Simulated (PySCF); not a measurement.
# Sr(36+): ionisation energy in even-tempered 17s7p4d3f3g

Aim: the ionisation energy of strontium from differences of total energies, at each level of theory, and how far each lands from the tabulated value where there is one.

Program: PySCF 2.14.0. Level of theory: unrestricted determinants in a Gaussian basis, no spin-orbit coupling in the energies. These are calculated values, not measurements, unless marked.

## 1. Starting point

* Element: strontium (Z = 38)
* Basis: an uncontracted even-tempered set (17 s from 56 bohr⁻², ratio 2.2; 7 p from 85 bohr⁻², ratio 2.4; 4 d from 260 bohr⁻², ratio 2.4; 3 f from 380 bohr⁻², ratio 2.4; 3 g from 580 bohr⁻², ratio 2.4)
* Hamiltonian: scalar relativity by spin-free X2C-1e
* State 1: Sr(36+): 1s2, closed-shell 1S
* Needed too, but not shown: Sr(37+) 1s1 (2S)
* Methods: CCSD(T)
* Core shells frozen in the correlated runs: all electrons: nothing (for Sr(36+))

The outer shells:

Sr36+ 1s2
```
1s [↑↓]
```

One driver process ran all states and methods and kept the integrals in memory. Each run is shown as a PySCF script that sums up its settings (the driver passes frozen orbitals as a list and adds second-order terms of double hybrids); the logs are those of the runs themselves. The driver starts from symmetry-adapted Hartree-Fock orbitals, holds the occupation by maximum overlap and uses a logarithmic radial grid for functionals, so a plain start would take other cycles.

The integrals over 106 functions and the set-up took 0.36 s of CPU time.

## 2. Sr(36+), at CCSD(T) (all electrons)

Level: CCSD(T) (all electrons).

Contents of input.py:

```python
from pyscf import gto, scf, dft, mp, cc
mol = gto.M(atom="Sr 0 0 0", charge=36, spin=0, symmetry="D2h",
            basis=gto.etbs([(0, 17, 56, 2.2), (1, 7, 85, 2.4), (2, 4, 260, 2.4), (3, 3, 380, 2.4), (4, 3, 580, 2.4)]),
            nucmod="G")
mf = scf.UHF(mol).sfx2c1e()
mf.irrep_nelec = {'Ag': (1, 1)}
mf.kernel()
mycc = cc.CCSD(mf, frozen=[[98, 99, 100, 101, 102, 103, 104, 105], [98, 99, 100, 101, 102, 103, 104, 105]]).run()
mycc.ccsd_t()
```

**Question.** What will these runs give?

As calculated:

```
                  quantity                                                           value
ionisation energy, Sr(36+)  UHF 19367.2, FCI (all electrons) 19368.6 eV; reference 19345.6
```

Each level's miss (mean over 1 difference):

| method | mean absolute miss against FCI (all electrons) (eV) |
| --- | --- |
| UHF | 1.416 |
| MP2 (all electrons) | 0.010 |
| SCS-MP2 (all electrons) | 0.272 |
| CCSD (all electrons) | 0.000 |
| CCSD(T) (all electrons) | 0.000 |
| CCSDT (all electrons) | 0.000 |
| FCI (all electrons) | 0.000 |

The methods span 1.688 eV, from UHF (19367.2) to SCS-MP2 (all electrons) (19368.9). The reference is uncertain or not like for like (spin-orbit coupling or other relativistic terms), so no ranking of close methods is drawn. The basis is finite, and no extrapolation was made.
